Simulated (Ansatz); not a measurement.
# H5NSn: the cost of one run

Method: PBE0-D4/def2-SVP; program: Ansatz 0.2.0, Gaussian basis.

17 further runs of the same task are left out: 1 that didn't finish, 16 set aside as unsound or not needed.

## Step 1: Starting geometry

The first end: 7 atoms, charge 0, spin multiplicity 1.

Atoms are counted from 1 here; the program's logs count them from 0.

Bond lengths: Sn1–N2 2.011 Å, Sn1–H5 1.781 Å, N2–H6 1.008 Å, N2–H7 1.008 Å, H3–H4 0.749 Å. Angles: N2–Sn1–H5 91.5°, Sn1–N2–H6 123.3°, Sn1–N2–H7 125.1°, H6–N2–H7 111.6°.

Coordinates:

| atom | x (Å) | y (Å) | z (Å) |
| --- | --- | --- | --- |
| Sn1 | -0.1147 | -0.6207 | 1.1876 |
| N2 | 0.9433 | -1.0297 | -0.4736 |
| H3 | -1.6574 | 1.7015 | -0.0293 |
| H4 | -2.2497 | 1.2490 | -0.1041 |
| H5 | 0.6316 | 0.9906 | 1.3237 |
| H6 | 0.8551 | -1.8920 | -0.9874 |
| H7 | 1.5918 | -0.3988 | -0.9170 |

The second end:

| atom | x (Å) | y (Å) | z (Å) |
| --- | --- | --- | --- |
| Sn1 | -0.3485 | -0.1873 | 1.5643 |
| N2 | 0.3468 | -0.4143 | -0.7151 |
| H3 | 0.1401 | 0.4622 | -1.1781 |
| H4 | -1.8206 | 0.5109 | 0.8475 |
| H5 | 0.4926 | 1.3782 | 1.4662 |
| H6 | -0.1510 | -1.1563 | -1.1921 |
| H7 | 1.3406 | -0.5934 | -0.7928 |

## Step 2: The band at PBE0-D4/def2-SVP

neb/in.yaml

```yaml
crystal:
  periodic: [false, false, false]
  atoms:
    - {symbol: Sn, position_ang: [-0.114665, -0.620663, 1.187595]}
    - {symbol: N, position_ang: [0.943300, -1.029664, -0.473562]}
    - {symbol: H, position_ang: [-1.657394, 1.701487, -0.029281]}
    - {symbol: H, position_ang: [-2.249698, 1.249042, -0.104096]}
    - {symbol: H, position_ang: [0.631579, 0.990640, 1.323701]}
    - {symbol: H, position_ang: [0.855058, -1.892009, -0.987354]}
    - {symbol: H, position_ang: [1.591818, -0.398834, -0.917004]}
basis:
  gaussian: {orbitals: def2-SVP}
hamiltonian: {xc: pbe0, dispersion: d4}
neb:
  images: 5
  climbing: true
  max_iterations: 40
  initial_path: idpp
  final_atoms:
    - {symbol: Sn, position_ang: [-0.348535, -0.187348, 1.564289]}
    - {symbol: N, position_ang: [0.346766, -0.414259, -0.715094]}
    - {symbol: H, position_ang: [0.140104, 0.462236, -1.178087]}
    - {symbol: H, position_ang: [-1.820555, 0.510893, 0.847489]}
    - {symbol: H, position_ang: [0.492570, 1.378222, 1.466210]}
    - {symbol: H, position_ang: [-0.150979, -1.156305, -1.192050]}
    - {symbol: H, position_ang: [1.340630, -0.593439, -0.792757]}
```

Started as:

```
$ ansatz run in.yaml --threads 2 --pin off --events-out ev --progress --plain --max-ram 4352MiB
```

**Question.** How long does this run take on 2 threads of Intel Xeon Platinum 8259CL at 2.50GHz, shared host?

About 3.5 min.
